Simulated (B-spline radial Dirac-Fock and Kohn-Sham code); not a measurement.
# An X-ray data sheet for Ag⁸⁺, step by step

Aim: for the Ag⁸⁺ ion, compute its X-ray form factor and Compton profile and the binding energy of each subshell.

The numbers are computed with B-spline radial Dirac-Fock and Kohn-Sham code (version 2): a free atom or ion on a radial basis; each step names its model.

## 1. The system

The Ag⁸⁺ ion, 1s2 2s2 2p6 3s2 3p6 3d10 4s2 4p6 4d3.

* nuclear charge: 47
* electrons: 39
* mass number: 107
* nuclear rms radius: 4.5454 fm

Outer shells as boxes (Hund's rule, for the drawing alone; heavy ions are jj-coupled, and the calculation averages over the configuration):

```
[Kr] core
4d [↑ ][↑ ][↑ ][  ][  ]
```

## 2. Form factor and Compton profile

Model: Dirac-Fock average of configuration, finite nucleus; form factor of the spherical density, Waller-Hartree incoherent function, impulse-approximation Compton profiles.

The run's settings:

```ini
task = scatter
Z = 47
charge = 8
configuration = 1s2 2s2 2p6 3s2 3p6 3d10 4s2 4p6 4d3
mass_number = 107
rms_radius = 4.5454  # fm
s = [0.0, 0.05, 0.1, 0.15, 0.2, 0.25, 0.3, 0.35, 0.4, 0.45, 0.5, 0.6, 0.7, 0.8, 0.9, 1.0, 1.1, 1.2, 1.4, 1.6, 1.8, 2.0, 2.5, 3.0, 3.5, 4.0, 5.0, 6.0]  # 1/A
pz = [0, 0.1, 0.15, 0.21, 0.31, 0.45, 0.65, 0.95, 1.4, 2.0, 2.9, 4.3, 6.2, 9.0, 13.0, 19.0, 28.0, 40.0, 59.0, 85.0, 120.0]  # a.u.
photon_energy = [1000, 2000, 5000, 10000, 17479.3, 30000, 200000, 500000]  # eV
```

## 3. Binding energies

Model: Dirac-Fock average of configuration, Delta-SCF, finite nucleus, first-order Breit with its frequency dependence, self-energy and vacuum polarisation.

Recorded inputs:

```ini
task = binding
```

Q: Predict the outcome of this session. Wanted: rms radius of the electron cloud; form factor halves at; Compton profile at zero; deepest level listed, K; least bound, N4,5; Kα1.

The runs gave:

| quantity | value |
| --- | --- |
| rms radius of the electron cloud | 0.605 bohr |
| form factor halves at | 0.72 1/Å |
| Compton profile at zero | 4.344 1/a.u. |
| deepest level listed, K (1s) | 25679.4 eV |
| least bound, N4,5 (4d) | 143.9 eV |
| Kα1 | 22159.9 eV |
| ionisation energy, NIST (theoretical) | 145.100 eV |

In words: f falls from 39 to half of that at s = 0.72 1/Å. Incoherent scattering outweighs coherent from 200 keV on, among the energies asked. For K (1s), relaxation takes off 56.3 eV, Breit terms shift it by -52.23 and QED by -26.29 eV. NIST's ionisation energy differs by +1.20 eV from the least binding energy, within its stated uncertainty. The Hartree-Fock and Dirac-Fock values hold no electron correlation.
